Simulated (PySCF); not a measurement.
# I³⁸⁺, I³⁹⁺, I⁴⁰⁺: ionisation energies in even-tempered 18s12p4d4f, part 2 of 2

Wanted: the ionisation energy of iodine, up a ladder of methods.

PySCF 2.14.0; even-tempered 18s12p4d4f, the spin-free X2C one-electron Hamiltonian (Gaussian nucleus). The scripts are equivalent inputs of a driver's runs. The steps go on from the part before.

**4. I⁴⁰⁺**

#### UHF

Input file input.py:

```python
from pyscf import gto, scf, dft, mp, cc
mol = gto.M(atom="I 0 0 0", charge=40, spin=1, symmetry="D2h",
            basis=gto.etbs([(0, 18, 6.9, 2.5), (1, 12, 9, 2.5), (2, 4, 37, 2.7), (3, 4, 55, 2.7)]),
            nucmod="G")
mf = scf.UHF(mol).sfx2c1e()
mf.irrep_nelec = {'Ag': (3, 3), 'B1u': (1, 1), 'B2u': (2, 1), 'B3u': (1, 1)}
mf.kernel()
```

The log of the run:

```text
damping factor = 0
level_shift factor = 0
DIIS = <class 'pyscf.scf.diis.CDIIS'>
diis_start_cycle = 1
diis_space = 10
diis_damp = 0
SCF conv_tol = 1e-09
SCF conv_tol_grad = None
number electrons alpha = 7  beta = 6
cycle= 1 E= -5680.53684443406  delta_E= -0.0074  |g|= 0.0638  |ddm|= 0.0348
cycle= 2 E= -5680.53704647892  delta_E= -0.000202  |g|= 0.0115  |ddm|= 0.00572
cycle= 3 E= -5680.53705317896  delta_E= -6.7e-06  |g|= 0.000103  |ddm|= 0.00123
cycle= 4 E= -5680.53705317919  delta_E= -2.27e-10  |g|= 6.44e-06  |ddm|= 6.06e-06
converged SCF energy = -5680.53705317919  <S^2> = 0.75073728  2S+1 = 2.0007371
```

It used 3.1 s of CPU time after the integrals (shared host).

Orbital energies by shell (radii are means over both spins):

```
shell  electrons  mean orbital energy (eV)  spread (eV)  rms radius (bohr)
 1s α          1                  -35857.7            0             0.0311
 1s β          1                  -35852.6            0             0.0311
 2s α          1                   -7631.2            0              0.124
 2s β          1                   -7627.9            0              0.124
 2p α          3                   -7110.4        5.776              0.111
 2p β          3                   -7104.3        7.327              0.111
 3s α          1                   -3028.5            0              0.298
 3s β          1                   -3009.4            0              0.298
 3p α          1                   -2875.9            0              0.291
```

⟨S²⟩ = 0.751, ⟨L²⟩ = 2.00.

Spin-orbit constants on these orbitals (cm⁻¹; bare nucleus, screened nucleus, mean field): 3p 410500, 395000, 389400. To first order in LS coupling the lowest level has J = 1/2 and lies 48.3 eV below the centre of the term.

Spin-orbit coupling, absent here, splits the open shell strongly.

#### LDA

input.py, as changed from the run before:

```diff
@@ -4,3 +4,3 @@
             nucmod="G")
-mf = scf.UHF(mol).sfx2c1e()
+mf = dft.UKS(mol, xc="LDA,VWN").sfx2c1e()
 mf.irrep_nelec = {'Ag': (3, 3), 'B1u': (1, 1), 'B2u': (2, 1), 'B3u': (1, 1)}
```

The log of the run:

```text
damping factor = 0
level_shift factor = 0
DIIS = <class 'pyscf.scf.diis.CDIIS'>
diis_start_cycle = 1
diis_space = 10
diis_damp = 0
SCF conv_tol = 1e-09
SCF conv_tol_grad = None
number electrons alpha = 7  beta = 6
XC functionals = LDA,VWN
    P. A. M. Dirac.,  Math. Proc. Cambridge Philos. Soc. 26, 376 (1930)
    F. Bloch.,  Z. Phys. 57, 545 (1929)
    S. H. Vosko, L. Wilk, and M. Nusair.,  Can. J. Phys. 58, 1200 (1980)
cycle= 1 E= -5674.74303229892  delta_E= -0.0179  |g|= 0.0604  |ddm|= 0.0325
cycle= 2 E= -5674.74304299809  delta_E= -1.07e-05  |g|= 0.00442  |ddm|= 0.0011
cycle= 3 E= -5674.74304306445  delta_E= -6.64e-08  |g|= 8.73e-05  |ddm|= 8.19e-05
cycle= 4 E= -5674.74304306449  delta_E= -4e-11  |g|= 1.42e-06  |ddm|= 2.39e-06
converged SCF energy = -5674.74304306449  <S^2> = 0.75011824  2S+1 = 2.0001182
```

CPU time 0.44 s on a shared host, the integrals not counted.

#### PBE

input.py, as changed from the run before:

```diff
@@ -4,3 +4,3 @@
             nucmod="G")
-mf = dft.UKS(mol, xc="LDA,VWN").sfx2c1e()
+mf = dft.UKS(mol, xc="PBE").sfx2c1e()
 mf.irrep_nelec = {'Ag': (3, 3), 'B1u': (1, 1), 'B2u': (2, 1), 'B3u': (1, 1)}
```

The log of the run:

```text
damping factor = 0
level_shift factor = 0
DIIS = <class 'pyscf.scf.diis.CDIIS'>
diis_start_cycle = 1
diis_space = 10
diis_damp = 0
SCF conv_tol = 1e-09
SCF conv_tol_grad = None
number electrons alpha = 7  beta = 6
XC functionals = PBE
    J. P. Perdew, K. Burke, and M. Ernzerhof.,  Phys. Rev. Lett. 77, 3865 (1996)
    J. P. Perdew, K. Burke, and M. Ernzerhof.,  Phys. Rev. Lett. 78, 1396 (1997)
    J. P. Perdew, K. Burke, and M. Ernzerhof.,  Phys. Rev. Lett. 77, 3865 (1996)
    J. P. Perdew, K. Burke, and M. Ernzerhof.,  Phys. Rev. Lett. 78, 1396 (1997)
cycle= 1 E= -5681.04951544266  delta_E= -0.0126  |g|= 0.0205  |ddm|= 0.0296
cycle= 2 E= -5681.04952038395  delta_E= -4.94e-06  |g|= 0.000992  |ddm|= 0.00102
cycle= 3 E= -5681.04952039422  delta_E= -1.03e-08  |g|= 7.14e-05  |ddm|= 4.54e-05
cycle= 4 E= -5681.04952039425  delta_E= -3.18e-11  |g|= 1.83e-06  |ddm|= 2.17e-06
converged SCF energy = -5681.04952039425  <S^2> = 0.7502152  2S+1 = 2.0002152
```

It used 0.57 s of CPU time after the integrals (shared host).

#### PBE0

input.py, as changed from the run before:

```diff
@@ -4,3 +4,3 @@
             nucmod="G")
-mf = dft.UKS(mol, xc="PBE").sfx2c1e()
+mf = dft.UKS(mol, xc="PBE0").sfx2c1e()
 mf.irrep_nelec = {'Ag': (3, 3), 'B1u': (1, 1), 'B2u': (2, 1), 'B3u': (1, 1)}
```

The log of the run:

```text
damping factor = 0
level_shift factor = 0
DIIS = <class 'pyscf.scf.diis.CDIIS'>
diis_start_cycle = 1
diis_space = 10
diis_damp = 0
SCF conv_tol = 1e-09
SCF conv_tol_grad = None
number electrons alpha = 7  beta = 6
XC functionals = PBE0
    C. Adamo and V. Barone.,  J. Chem. Phys. 110, 6158 (1999)
    M. Ernzerhof and G. E. Scuseria.,  J. Chem. Phys. 110, 5029 (1999)
cycle= 1 E= -5681.05453936973  delta_E= -0.00894  |g|= 0.0249  |ddm|= 0.0289
cycle= 2 E= -5681.05455856606  delta_E= -1.92e-05  |g|= 0.00181  |ddm|= 0.00196
cycle= 3 E= -5681.05455868813  delta_E= -1.22e-07  |g|= 7.87e-05  |ddm|= 0.000165
cycle= 4 E= -5681.05455868823  delta_E= -1.06e-10  |g|= 2.94e-06  |ddm|= 4.57e-06
converged SCF energy = -5681.05455868823  <S^2> = 0.75031392  2S+1 = 2.0003139
```

CPU time 1.2 s on a shared host, the integrals not counted.

#### r2SCAN

input.py, as changed from the run before:

```diff
@@ -4,3 +4,3 @@
             nucmod="G")
-mf = dft.UKS(mol, xc="PBE0").sfx2c1e()
+mf = dft.UKS(mol, xc="R2SCAN").sfx2c1e()
 mf.irrep_nelec = {'Ag': (3, 3), 'B1u': (1, 1), 'B2u': (2, 1), 'B3u': (1, 1)}
```

The log of the run:

```text
damping factor = 0
level_shift factor = 0
DIIS = <class 'pyscf.scf.diis.CDIIS'>
diis_start_cycle = 1
diis_space = 10
diis_damp = 0
SCF conv_tol = 1e-09
SCF conv_tol_grad = None
number electrons alpha = 7  beta = 6
XC functionals = R2SCAN
    J. W. Furness, A. D. Kaplan, J. Ning, J. P. Perdew, and J. Sun.,  J. Phys. Chem. Lett. 11, 8208-8215 (2020)
    J. W. Furness, A. D. Kaplan, J. Ning, J. P. Perdew, and J. Sun.,  J. Phys. Chem. Lett. 11, 9248-9248 (2020)
    J. W. Furness, A. D. Kaplan, J. Ning, J. P. Perdew, and J. Sun.,  J. Phys. Chem. Lett. 11, 8208-8215 (2020)
    J. W. Furness, A. D. Kaplan, J. Ning, J. P. Perdew, and J. Sun.,  J. Phys. Chem. Lett. 11, 9248-9248 (2020)
cycle= 1 E= -5681.25548697738  delta_E= -0.0103  |g|= 0.0336  |ddm|= 0.0409
cycle= 2 E= -5681.25551427469  delta_E= -2.73e-05  |g|= 0.00251  |ddm|= 0.00237
cycle= 3 E= -5681.25551444391  delta_E= -1.69e-07  |g|= 5.14e-05  |ddm|= 0.0002
cycle= 4 E= -5681.25551444394  delta_E= -3e-11  |g|= 3.08e-06  |ddm|= 2.5e-06
converged SCF energy = -5681.25551444394  <S^2> = 0.75050208  2S+1 = 2.000502
```

CPU time 1.4 s on a shared host, the integrals not counted.

#### r2SCANh

input.py, as changed from the run before:

```diff
@@ -4,3 +4,3 @@
             nucmod="G")
-mf = dft.UKS(mol, xc="R2SCAN").sfx2c1e()
+mf = dft.UKS(mol, xc="HYB_MGGA_XC_R2SCANH").sfx2c1e()
 mf.irrep_nelec = {'Ag': (3, 3), 'B1u': (1, 1), 'B2u': (2, 1), 'B3u': (1, 1)}
```

The log of the run:

```text
damping factor = 0
level_shift factor = 0
DIIS = <class 'pyscf.scf.diis.CDIIS'>
diis_start_cycle = 1
diis_space = 10
diis_damp = 0
SCF conv_tol = 1e-09
SCF conv_tol_grad = None
number electrons alpha = 7  beta = 6
XC functionals = HYB_MGGA_XC_R2SCANH
    M. Bursch, H. Neugebauer, S. Ehlert, and S. Grimme.,  J. Chem. Phys. 156, 134105 (2022)
cycle= 1 E= -5681.24105283786  delta_E= -0.00949  |g|= 0.0348  |ddm|= 0.0397
cycle= 2 E= -5681.24108862593  delta_E= -3.58e-05  |g|= 0.00297  |ddm|= 0.00269
cycle= 3 E= -5681.24108890715  delta_E= -2.81e-07  |g|= 4.86e-05  |ddm|= 0.000258
cycle= 4 E= -5681.24108890719  delta_E= -3.37e-11  |g|= 2.71e-06  |ddm|= 2.8e-06
converged SCF energy = -5681.24108890719  <S^2> = 0.75052131  2S+1 = 2.0005212
```

CPU time 2 s on a shared host, the integrals not counted.

#### B97-3

input.py, as changed from the run before:

```diff
@@ -4,3 +4,3 @@
             nucmod="G")
-mf = dft.UKS(mol, xc="HYB_MGGA_XC_R2SCANH").sfx2c1e()
+mf = dft.UKS(mol, xc="HYB_GGA_XC_B97_3").sfx2c1e()
 mf.irrep_nelec = {'Ag': (3, 3), 'B1u': (1, 1), 'B2u': (2, 1), 'B3u': (1, 1)}
```

The log of the run:

```text
damping factor = 0
level_shift factor = 0
DIIS = <class 'pyscf.scf.diis.CDIIS'>
diis_start_cycle = 1
diis_space = 10
diis_damp = 0
SCF conv_tol = 1e-09
SCF conv_tol_grad = None
number electrons alpha = 7  beta = 6
XC functionals = HYB_GGA_XC_B97_3
    T. W. Keal and D. J. Tozer.,  J. Chem. Phys. 123, 121103 (2005)
cycle= 1 E= -5681.00997886415  delta_E= -0.00829  |g|= 0.0398  |ddm|= 0.0319
cycle= 2 E= -5681.00999786096  delta_E= -1.9e-05  |g|= 0.00187  |ddm|= 0.00194
cycle= 3 E= -5681.00999798076  delta_E= -1.2e-07  |g|= 0.000125  |ddm|= 0.000158
cycle= 4 E= -5681.00999798122  delta_E= -4.6e-10  |g|= 6.6e-06  |ddm|= 9.95e-06
converged SCF energy = -5681.00999798122  <S^2> = 0.75031179  2S+1 = 2.0003118
```

It used 1.2 s of CPU time after the integrals (shared host).

#### MP2 (outer shells)

input.py, as changed from the run before:

```diff
@@ -4,4 +4,5 @@
             nucmod="G")
-mf = dft.UKS(mol, xc="HYB_GGA_XC_B97_3").sfx2c1e()
+mf = scf.UHF(mol).sfx2c1e()
 mf.irrep_nelec = {'Ag': (3, 3), 'B1u': (1, 1), 'B2u': (2, 1), 'B3u': (1, 1)}
 mf.kernel()
+mp.UMP2(mf, frozen=1).kernel()
```

The driver printed no log here.

CPU time 0.86 s on a shared host, the integrals not counted.

With 11 electrons correlated, the MP2 correlation energy is -0.47913 hartree (-0.11299 same spin, -0.36615 opposite spin); the SCS form gives -0.47704. Largest pairs of shells: 2p-2p -0.2110, 3s-3s -0.0684, 2s-2p -0.0608, 2p-3s -0.0520, 3s-3p -0.0387.

**5. How the shells move**

Highest occupied Hartree-Fock shell of each state: I³⁸⁺ 3p α at -2715.7 eV; I³⁹⁺ 3p α at -2795.4 eV; I⁴⁰⁺ 3p α at -2875.9 eV.

**6. Differences of total energies**

Ionisation energy: I³⁸⁺ [Ne] 3s2 3p3 (4S) → I³⁹⁺ [Ne] 3s2 3p2 (3P).

```csv
method,value (eV),less the reference (eV),"CPU time, both states (s)"
UHF,2714.9,+34.9,6.1
LDA,2715.2,+35.2,0.88
PBE,2715.7,+35.7,1.1
PBE0,2715.9,+35.9,2.2
r2SCAN,2716.7,+36.7,2.7
r2SCANh,2716.7,+36.7,3.8
B97-3,2715.6,+35.6,2.4
MP2 (outer shells),2715.4,+35.4,8
SCS-MP2 (outer shells),2715.1,+35.1,8
```

Reference: 2680 ± 4 eV (theoretical estimate listed by NIST; NIST Atomic Spectra Database, ionization energies). Spin-orbit coupling is strong in these open shells (close to jj coupling). The scalar numbers leave it out, so it can dominate the gap to the real levels. For this ion Breit and QED terms and the two-electron picture change, all absent here, are large against electron correlation.

Ionisation energy: I³⁹⁺ [Ne] 3s2 3p2 (3P) → I⁴⁰⁺ [Ne] 3s2 3p1 (2P).

```
                method  value (eV)  less the reference (eV)  CPU time, both states (s)
                   UHF      2794.7                    -41.3                        6.3
                   LDA      2796.0                    -40.0                       0.88
                   PBE      2796.6                    -39.4                        1.1
                  PBE0      2796.4                    -39.6                        2.4
                r2SCAN      2796.9                    -39.1                        2.9
               r2SCANh      2796.8                    -39.2                        4.1
                 B97-3      2796.1                    -39.9                        2.4
    MP2 (outer shells)      2795.2                    -40.8                          8
SCS-MP2 (outer shells)      2795.0                    -41.0                          8
```

Reference: 2836 ± 4 eV (theoretical estimate listed by NIST; NIST Atomic Spectra Database, ionization energies). Spin-orbit coupling is strong in these open shells (close to jj coupling). The scalar numbers leave it out, so it can dominate the gap to the real levels. For this ion Breit and QED terms and the two-electron picture change, all absent here, are large against electron correlation.

Ionisation energy: I⁴⁰⁺ [Ne] 3s2 3p1 (2P) → I⁴¹⁺ [Ne] 3s2 (1S).

| method | value (eV) | less the reference (eV) |
| --- | --- | --- |
| UHF | 2875.4 | -2.4 |
| LDA | 2877.1 | -0.6 |
| PBE | 2878.1 | +0.3 |
| PBE0 | 2877.7 | -0.0 |
| r2SCAN | 2877.5 | -0.2 |
| r2SCANh | 2877.5 | -0.3 |
| B97-3 | 2877.4 | -0.4 |
| MP2 (outer shells) | 2875.9 | -1.8 |
| SCS-MP2 (outer shells) | 2875.7 | -2.0 |

Reference: 2926 ± 4 eV (theoretical estimate listed by NIST; NIST Atomic Spectra Database, ionization energies). A first-order spin-orbit estimate (lowest level to lowest level, LS coupling) adds 48.276 eV; the last energy column includes it. For this ion Breit and QED terms and the two-electron picture change, all absent here, are large against electron correlation.

The differences also use runs on I⁴¹⁺ [Ne] 3s2 (1S), which are not shown here. Times are CPU seconds on a shared host without the integrals; correlated rows include their Hartree-Fock run, whose time holds the symmetry-adapted start and any spin-orbit constants, while functionals begin from orbitals already made.

**7. Results**

What follows sums up all 2 parts.

| quantity | value |
| --- | --- |
| ionisation energy, I³⁸⁺ | UHF 2714.9, MP2 (outer shells) 2715.4 eV; reference 2680 ± 4 |
| ionisation energy, I³⁹⁺ | UHF 2794.7, MP2 (outer shells) 2795.2 eV; reference 2836 ± 4 |
| ionisation energy, I⁴⁰⁺ | UHF 2875.4, MP2 (outer shells) 2875.9 eV; reference 2926 ± 4 |

In words: For the first difference the methods span 1.832 eV, from UHF (2714.9) to r2SCAN (2716.7). The reference is uncertain or not like for like (spin-orbit coupling or other relativistic terms), so no ranking of close methods is drawn. All values hold for this basis alone; no basis-set limit was taken.
